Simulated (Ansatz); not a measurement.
# TiRuO4: the cost of one run

Method: DFT PBE, scalar-relativistic, plane waves, PAW, in Ansatz 0.2.0.

3 further runs of the same task are left out: 2 that didn't finish, 1 set aside as unsound or not needed.

**1. The system as given**

The structure is orthorhombic, space group Cmmm (No. 65). The conventional cell has a = 6.546 Å, b = 6.661 Å, c = 2.969 Å, α = 90.00°, β = 90.00°, γ = 90.00°. Around Ti (site symmetry mmm) lie 6 O at 1.96 to 2.01 Å. Around Ru (site symmetry mmm) lie 6 O at 1.99 to 2.00 Å. O (site symmetry m2m) is surrounded by 2 Ru at 1.99 Å and 1 Ti at 2.01 Å. O (site symmetry 2mm) is surrounded by 2 Ti at 1.96 Å and 1 Ru at 2.00 Å.

As a file:

```
CELL_PARAMETERS angstrom
3.27320 -3.33072 0.00000
3.27320 3.33072 0.00000
0.00000 0.00000 2.96861
ATOMIC_POSITIONS crystal
Ti 0.00000 0.00000 0.50000
Ru 0.50000 0.50000 0.00000
O 0.30148 0.69852 0.50000
O 0.80552 0.80552 0.00000
O 0.19448 0.19448 0.00000
O 0.69852 0.30148 0.50000
```

It is the end of an earlier relaxation with the same method, from a generated guess; it needn't be the stable form of this composition. At a tolerance of 0.05 Å it has space group Cmmm (No. 65); it has 10.79 Å³/atom, an uncorrected energy of -1.94 eV/atom over the elements.

**2. Bands, states and charges**

Contents of input.yaml:

```yaml
crystal:
  lattice:
    - [3.2731962715, -3.3307166317, 0.0]
    - [3.2731962715, 3.3307166317, 0.0]
    - [0.0, 0.0, 2.9686118664]
  atoms:
    - { symbol: Ti, position: [0.0, 0.0, 0.5] }
    - { symbol: Ru, position: [0.5, 0.5, 0.0], spin: 0.85 }
    - { symbol: O, position: [0.3014840587, 0.6985159413, 0.5], spin: 0.12 }
    - { symbol: O, position: [0.8055158081, 0.8055158081, 0.0] }
    - { symbol: O, position: [0.1944841919, 0.1944841919, 0.0] }
    - { symbol: O, position: [0.6985159413, 0.3014840587, 0.5], spin: 0.12 }
basis:
  ecutwfc: 420
kpoints:
  mp_grid: { grid: [8, 8, 12] }
  band_path:
    path:
      - [[0.0, 0.0, 0.0], [-0.5, 0.5, 0.0], [-0.49143973, 0.50856027, 0.0]]
      - [[0.49143973, 0.49143973, 0.0], [0.0, 0.0, 0.0], [0.0, 0.0, 0.5], [0.49143973, 0.49143973, 0.5]]
      - [[-0.49143973, 0.50856027, 0.5], [-0.5, 0.5, 0.5], [-0.5, 0.5, 0.0]]
      - [[0.0, 0.0, 0.0], [0.0, 0.5, 0.0], [0.0, 0.5, 0.5], [0.0, 0.0, 0.5], [-0.5, 0.5, 0.5]]
    npoints: 14
hamiltonian:
  xc: pbe
scf:
  occupations: { method: gaussian, width: 0.1 }
  n_extra_bands: 15
output:
  forces: true
  stress: true
  eigenvalues: true
  populations: true
  dos: { projected: true, de: 0.02, nscf_kmesh: { grid: [10, 10, 15] } }
  bader: true
  write_density: true
  write_potential: true
  elf: true
  volumetric_format: npy
magnetization:
  spin_polarized: true
checkpoint:
  read: start.run
  write: ck
  compress: false
  write_wavefunctions: false
  write_every: 100000
```

Command:

```
ansatz run input.yaml --threads 1 --pin off --max-ram 2560MiB --backend cpu --events-out ev --progress --plain --runs-dir out
```

**Question.** How long does this run take on 1 thread of Intel Xeon 6975P-C (Granite Rapids), shared host, and how much memory does it need?

About 79 s, with a peak of 0.81 GiB.
